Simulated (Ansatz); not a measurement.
# NiPtF6: one geometry, two states

Aim: solve NiPtF6 (a strained cell with displaced atoms) from each of its saved states, at one geometry and mesh, and see which is lowest and how they differ.

All numbers below are computed with Ansatz 0.2.0 (DFT, r2SCAN, with U_eff = 2.74 eV on Ni d, plane waves, PAW).

## 1. Geometry

Cell: a = 4.845 Å, b = 4.868 Å, c = 5.364 Å, α = 60.74°, β = 117.25°, γ = 123.92°. Nearest neighbours (Å): Ni1: 6 F at 1.78 to 2.03; F2: 1 Ni at 1.81, 1 Pt at 1.97; F3: 1 Pt at 1.88, 1 Ni at 1.92; F4: 1 Pt at 1.94, 1 Ni at 2.03; F5: 1 Pt at 1.59, 1 Ni at 1.98; F6: 1 Pt at 1.83, 1 Ni at 2.03; F7: 1 Ni at 1.78, 1 Pt at 1.96; Pt8: 6 F at 1.59 to 1.97.

Structure file:

```cif
data_structure
_symmetry_space_group_name_H-M 'P 1'
_symmetry_Int_Tables_number 1
_cell_length_a 4.8455
_cell_length_b 4.8676
_cell_length_c 5.3640
_cell_angle_alpha 60.742
_cell_angle_beta 117.250
_cell_angle_gamma 123.920
_cell_volume 88.55
loop_
_atom_site_label
_atom_site_type_symbol
_atom_site_fract_x
_atom_site_fract_y
_atom_site_fract_z
_atom_site_occupancy
Ni1 Ni 0.50194 0.49189 0.48982 1
F1 F 0.22149 0.12022 0.72223 1
F2 F 0.87046 0.35746 0.74765 1
F3 F 0.59649 0.75140 0.74325 1
F4 F 0.80903 0.90352 0.23954 1
F5 F 0.09920 0.61782 0.25348 1
F6 F 0.39788 0.23374 0.28482 1
Pt1 Pt 0.99496 0.98991 0.01324 1
```

The states: A, Ni1 up (collinear spin); B, no atom with a moment over 0.3 μB (no spin polarisation). Each run reads its own saved solution as saved_state.

## 2. State A: the run

File input.yaml:

```yaml
crystal:
  lattice:
    - [4.842274, -0.17296, 0.03624]
    - [-2.570925, 4.132938, 0.053905]
    - [-2.437546, 1.512225, 4.532566]
  atoms:
    - { symbol: Ni, position: [0.501943, 0.491894, 0.489821] }
    - { symbol: F, position: [0.221489, 0.120225, 0.722226] }
    - { symbol: F, position: [0.870459, 0.357459, 0.747652] }
    - { symbol: F, position: [0.596492, 0.751402, 0.743252] }
    - { symbol: F, position: [0.809031, 0.903522, 0.239539] }
    - { symbol: F, position: [0.099202, 0.617818, 0.253482] }
    - { symbol: F, position: [0.397877, 0.233742, 0.284817] }
    - { symbol: Pt, position: [0.994963, 0.989915, 0.013245] }
kpoints:
  mp_grid: { grid: [5, 5, 4], shift: [0.0, 0.0, 0.0] }
magnetization:
  spin_polarized: true
scf:
  occupations: { method: fermi_dirac }
  lower_state_search: "off"
  max_iter: 200
hamiltonian:
  pseudopotentials: { kind: paw }
  xc: r2scan
  hubbard:
    projectors: all-electron-ortho-atomic
    sites: [{ species: Ni, l: d, u_eff: 2.74 }]
basis:
  ecutwfc: 500
  fft_grid_basis: typed
output:
  forces: true
  stress: true
  eigenvalues: true
  populations: true
  elf: true
  write_potential: true
  volumetric_format: npy
  dos:
    e_range: [-12, 8]
    de: 0.05
    projected: { site_lists: { F: [F], Ni: [Ni], Pt: [Pt] } }
checkpoint:
  read: saved_state
```

Log, shortened:

```text
Warning: RAYON_NUM_THREADS=1 ignored (pool sized by the plan → 1); use --threads N
Ni: projections on atomic orbitals take those of the free atom [Ne] 3s2 3p6 3d8 4s2, of charge +0.00 (hamiltonian.pseudopotentials.projection_atoms); the dataset's partial waves leave at most 1.6e-6 of an orbital's norm unspanned inside its sphere
F: projections on atomic orbitals take those of the free atom [He] 2s2 2p5, of charge +0.00 (hamiltonian.pseudopotentials.projection_atoms); the dataset's partial waves leave at most 1.6e-8 of an orbital's norm unspanned inside its sphere
Pt: projections on atomic orbitals take those of the free atom [Kr 4d10 4f14] 5s2 5p6 5d9 6s1, of charge +0.00 (hamiltonian.pseudopotentials.projection_atoms); the dataset's partial waves leave at most 9.1e-5 of an orbital's norm unspanned inside its sphere
band count auto-derived: 49 (N_el = 78.0; filled up to band 39; 47 by the electrons, moments and atoms)
[...]
Pseudopotentials: kind: paw
Pseudopotential: Ni, paw, valence charge 18, recommended cutoff 500 eV (meta_gga), Ni.paw.azcp
Pseudopotential: F, paw, valence charge 7, recommended cutoff 500 eV (meta_gga), F.paw.azcp
Pseudopotential: Pt, paw, valence charge 18, recommended cutoff 500 eV (meta_gga), Pt.paw.azcp
Functional definition: r2SCAN
[...]
Crystal: 8 atoms, lattice volume = 88.546 Å³
Basis set: ecut = 500 eV, 2251 PW (Γ), exchange–correlation on 144×144×160 points (64 copies of the dense FFT grid, shifted against one another)
[...]
SCF converged after 9 iterations
Magnetization: 2.0000 μB (40.0000 up, 38.0000 down)
Absolute magnetization: 2.0667 μB (∫|ρ↑−ρ↓|, with the PAW one-centre terms)
Spin contamination: 0.0058 ħ² per cell (⟨S²⟩ above its minimum at these occupations)
[...]
Free energy (F): -23233.977223 eV
[...]
E sigma→0 (E₀):  -23233.977219 eV
Entropy (-TS):   -0.000007 eV (-0.001 meV/atom)
Fermi energy:    8.100610 eV
[...]
--- Forces (eV/Å), atoms counted from 1 ---
  atom   1  Ni    -0.96069999     2.63509968     0.75694068
  atom   2  F     -0.28339631    -1.58195196     0.97786162
  atom   3  F     -0.35715836     1.89197120    -0.27540479
  atom   4  F     -0.07055944    -0.16985725     0.42653764
  atom   5  F    -15.49779705     0.17623024    12.14707253
  atom   6  F      1.53942353    -2.26514776     1.80032481
  atom   7  F      1.23134791    -1.74428654    -1.88044913
  atom   8  Pt    14.39877583     1.05805234   -13.95298798
[...]
--- Stress (GPa, compression-positive) ---
       49.010103      -3.915420     -27.464391
       -3.915103      20.903385      -6.635445
      -27.464612      -6.635610      38.086865
  P = ⅓ Tr σ = 36.0001 GPa (360.001 kbar)
--- Band table (eV; the first three rows and the last of 102) ---
[...]
Occupation matrices written to <dir>
--- Löwdin populations: 8 sites ---
  site symbol       q [e]    m [muB]
     0     Ni     16.5780     1.7311
     1      F      7.5814     0.0511
     2      F      7.5339     0.0350
     3      F      7.5110     0.0278
     4      F      7.4184     0.0291
     5      F      7.5136     0.0282
     6      F      7.5171     0.0499
     7     Pt     16.0203     0.0395
  spilling = 0.004182 (of n_electrons = 78.000000)
```

It took 3.1 min on 1 thread of an Arm CPU, shared host; peak memory 0.92 GiB.

## 3. What state A looks like

Counts of states in windows (eV from the Fermi level; tetrahedra), total and projected:

| from | to | total | up | down | F p | Ni d | Pt d |
| --- | --- | --- | --- | --- | --- | --- | --- |
| -10.0 | -9.0 | 6.22 | 3.24 | 2.99 | 4.01 | 0.26 | 1.73 |
| -9.0 | -8.0 | 2.49 | 1.39 | 1.10 | 1.74 | 0.21 | 0.39 |
| -8.0 | -7.0 | 5.68 | 3.26 | 2.42 | 4.33 | 0.53 | 0.65 |
| -7.0 | -6.0 | 5.25 | 2.48 | 2.77 | 4.21 | 0.77 | 0.19 |
| -6.0 | -5.0 | 8.10 | 3.88 | 4.22 | 7.08 | 0.69 | 0.24 |
| -5.0 | -4.0 | 6.35 | 2.83 | 3.51 | 5.69 | 0.49 | 0.11 |
| -4.0 | -3.0 | 4.69 | 4.13 | 0.56 | 1.69 | 2.67 | 0.27 |
| -3.0 | -2.0 | 4.86 | 1.44 | 3.42 | 1.61 | 2.20 | 0.98 |
| -2.0 | -1.0 | 4.35 | 2.33 | 2.02 | 1.81 | 0.27 | 2.19 |
| -1.0 | 0.0 | 0.00 | 0.00 | 0.00 | 0.00 | 0.00 | 0.00 |
| 0.0 | 1.0 | 0.00 | 0.00 | 0.00 | 0.00 | 0.00 | 0.00 |
| 1.0 | 2.0 | 2.00 | 1.00 | 1.00 | 0.69 | 0.11 | 1.06 |
| 2.0 | 3.0 | 0.98 | 0.01 | 0.97 | 0.18 | 0.41 | 0.30 |
| 3.0 | 4.0 | 2.43 | 0.99 | 1.44 | 0.59 | 0.99 | 0.66 |
| 4.0 | 5.0 | 0.59 | 0.00 | 0.59 | 0.17 | 0.24 | 0.15 |

On the mesh the valence top lies at -1.24 eV and the conduction bottom at 1.20 eV on this scale.

Gathered by element (positive charge: electrons given up):

```
element  atoms  Löwdin charge (e)  sphere moment, size (μB)
     Ni      1              +1.42                      1.67
      F      6     -0.58 to -0.42              0.02 to 0.03
     Pt      1              +1.98                      0.02
```

Löwdin charges rest on a small set of atomic orbitals that misses 0.4 % of the electrons, so they need not add up to the cell's charge and can differ from Bader's even in sign.

Eigenvalues of the corrected shells' occupation matrices:

```csv
atom,shell,spin,eigenvalues
Ni1,d,up,0.98 0.99 1.00 1.00 1.00
Ni1,d,down,0.10 0.12 0.99 1.00 1.00
```

The main site moments: Ni1 up.

## 4. Run from state B

Edit input.yaml of step 2 so:

```diff
@@ -17,3 +17,3 @@
 magnetization:
-  spin_polarized: true
+  spin_polarized: false
 scf:
```

Log, shortened:

```text
Warning: RAYON_NUM_THREADS=1 ignored (pool sized by the plan → 1); use --threads N
Ni: projections on atomic orbitals take those of the free atom [Ne] 3s2 3p6 3d8 4s2, of charge +0.00 (hamiltonian.pseudopotentials.projection_atoms); the dataset's partial waves leave at most 1.6e-6 of an orbital's norm unspanned inside its sphere
F: projections on atomic orbitals take those of the free atom [He] 2s2 2p5, of charge +0.00 (hamiltonian.pseudopotentials.projection_atoms); the dataset's partial waves leave at most 1.6e-8 of an orbital's norm unspanned inside its sphere
Pt: projections on atomic orbitals take those of the free atom [Kr 4d10 4f14] 5s2 5p6 5d9 6s1, of charge +0.00 (hamiltonian.pseudopotentials.projection_atoms); the dataset's partial waves leave at most 9.1e-5 of an orbital's norm unspanned inside its sphere
[...]
[... 1 set-up line as earlier in the session ...]
[...]
  atom   1  Ni    -1.19093949     1.99175175     0.72948084
  atom   2  F      0.87023969    -0.69201229    -0.18574197
  atom   3  F      0.03601799     1.72852473     0.11904711
  atom   4  F     -0.03915589    -0.65614147    -0.11910518
  atom   5  F    -15.85008012    -0.36780959    12.46671134
  atom   6  F      1.23840421    -2.24769934     1.60233109
  atom   7  F      1.02040238    -0.93953474    -1.12324338
  atom   8  Pt    13.91587979     1.18343762   -13.48972391
[...]
--- Stress (GPa, compression-positive) ---
       49.450966      -7.265118     -18.801750
       -7.265379      16.972874      -4.522879
      -18.801684      -4.523078      37.223561
  P = ⅓ Tr σ = 34.5491 GPa (345.491 kbar)
--- Band table (eV; the first three rows and the last of 51) ---
[...]
Occupation matrices written to <dir>
--- Löwdin populations: 8 sites ---
  site symbol       q [e]
     0     Ni     16.7180
     1      F      7.5107
     2      F      7.5361
     3      F      7.4971
     4      F      7.3741
     5      F      7.5186
     6      F      7.4835
     7     Pt     16.0458
  spilling = 0.004052 (of n_electrons = 78.000000)
```

Wall time 2.3 min (1 thread of an Arm CPU, shared host); peak memory 0.78 GiB.

## 5. State B: levels and charges

States per cell by energy window, from dos.tsv and pdos.tsv (tetrahedra; eV from the Fermi level):

| from | to | total | F p | Ni d | Pt d |
| --- | --- | --- | --- | --- | --- |
| -9.0 | -8.0 | 2.17 | 1.63 | 0.09 | 0.26 |
| -8.0 | -7.0 | 5.95 | 4.70 | 0.34 | 0.75 |
| -7.0 | -6.0 | 5.57 | 4.66 | 0.62 | 0.19 |
| -6.0 | -5.0 | 7.35 | 6.51 | 0.52 | 0.24 |
| -5.0 | -4.0 | 7.11 | 6.71 | 0.25 | 0.10 |
| -4.0 | -3.0 | 2.12 | 0.60 | 1.42 | 0.09 |
| -3.0 | -2.0 | 4.38 | 1.03 | 2.32 | 0.99 |
| -2.0 | -1.0 | 5.50 | 1.86 | 1.26 | 2.26 |
| -1.0 | 0.0 | 2.00 | 0.43 | 1.32 | 0.18 |
| 0.0 | 1.0 | 2.00 | 0.37 | 1.39 | 0.16 |
| 1.0 | 2.0 | 1.60 | 0.58 | 0.12 | 0.79 |
| 2.0 | 3.0 | 0.40 | 0.16 | 0.04 | 0.18 |
| 3.0 | 4.0 | 2.00 | 0.71 | 0.06 | 1.02 |

On the mesh the valence top lies at -0.15 eV and the conduction bottom at 0.11 eV on this scale.

By element, from the tables in the log (a charge is positive for electrons lost):

| element | atoms | Löwdin charge (e) |
| --- | --- | --- |
| Ni | 1 | +1.28 |
| F | 6 | -0.54 to -0.37 |
| Pt | 1 | +1.95 |

Löwdin charges rest on a small set of atomic orbitals that misses 0.4 % of the electrons, so they need not add up to the cell's charge and can differ from Bader's even in sign.

Eigenvalues of the corrected shells' occupation matrices:

| atom | shell | spin | eigenvalues |
| --- | --- | --- | --- |
| Ni1 | d | each | 0.27 0.90 0.99 1.00 1.00 |

## 6. Comparison

```
state  free energy (meV/atom)  largest site moment (μB)  size of the net moment (μB/cell)  gap (eV)  pressure (GPa)  largest force (eV/Å)  SCF cycles
    A                     0.0                      1.67                              2.00      2.44            36.0                 20.08           9
    B                   309.9                         –                                 –      0.26            34.5                 20.17          18
```

What this shows: State A lies lowest, 309.9 meV per atom under state B. At the same volume their pressures differ by 1.5 GPa, the state with the larger moments having the higher pressure, so it wants the larger volume, as magnetism tends to expand a lattice. Not all runs allow spin: where it is off, the gap in energy is mostly the cost of forbidding moments, not two ends of one search.

Keep in mind: a band edge lies within two smearing widths of the Fermi level; atoms or cell far from equilibrium; gaps of Fe, Co and Ni magnets come out low on these datasets; the gap is not wide against the smearing.
